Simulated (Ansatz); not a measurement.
# TaRu: the cost of one run

Method: DFT r2SCAN, scalar-relativistic, plane waves, PAW, in Ansatz 0.2.0.

## (1) The starting structure

Symmetry: Pm-3m, No. 221, cubic system. The conventional cell has a = 3.187 Å, b = 3.187 Å, c = 3.187 Å, α = 90.00°, β = 90.00°, γ = 90.00°. Ta (site symmetry m-3m) has 8 Ru at 2.76 Å in its first shell of neighbours. Around Ru (site symmetry m-3m) lie 8 Ta at 2.76 Å.

Structure file:

```
CELL_PARAMETERS angstrom
3.18700 0.00000 0.00000
0.00000 3.18700 0.00000
0.00000 0.00000 3.18700
ATOMIC_POSITIONS crystal
Ta 0.50000 0.50000 0.50000
Ru 0.00000 0.00000 0.00000
```

No relaxation comes first: the listed cell is the starting point.

## (2) The reference cell

The reference gives a free energy of -15835.6470 eV, pressure -7.60 GPa, largest force 0.000 eV/Å and gap on the mesh none (metal). It was computed beforehand with the settings of the runs below.

## (3) Next: a strain scan

The cell is strained by ε times the Voigt pattern (0, 0, 0, 0, 1, 0) (xx, yy, zz, yz, xz, xy; engineering shear), with fractional coordinates fixed (clamped ions). The stress on the pattern is the sum of the stress components weighted by it, tension positive.

## (4) At ε = -0.1500

The input, input.yaml:

```yaml
crystal:
  lattice:
    - [3.187, 0.0, -0.239025]
    - [0.0, 3.187, 0.0]
    - [-0.239025, 0.0, 3.187]
  atoms:
    - { symbol: Ta, position: [0.5, 0.5, 0.5] }
    - { symbol: Ru, position: [0.0, 0.0, 0.0] }
basis:
  ecutwfc: 500
kpoints:
  mp_grid: { grid: [16, 16, 16] }
hamiltonian:
  xc: r2scan
scf:
  occupations: { method: gaussian, width: 0.15 }
output:
  forces: true
  stress: true
  eigenvalues: true
```

On the command line:

```console
$ ansatz run input.yaml --threads 1 --pin off --max-ram 2560MiB --backend cpu --events-out ev --progress --plain --runs-dir out
```

Q: Estimate wall time and peak memory on 1 thread of Intel Xeon 6975P-C (Granite Rapids), shared host.

About 26 s, with a peak of 0.75 GiB.
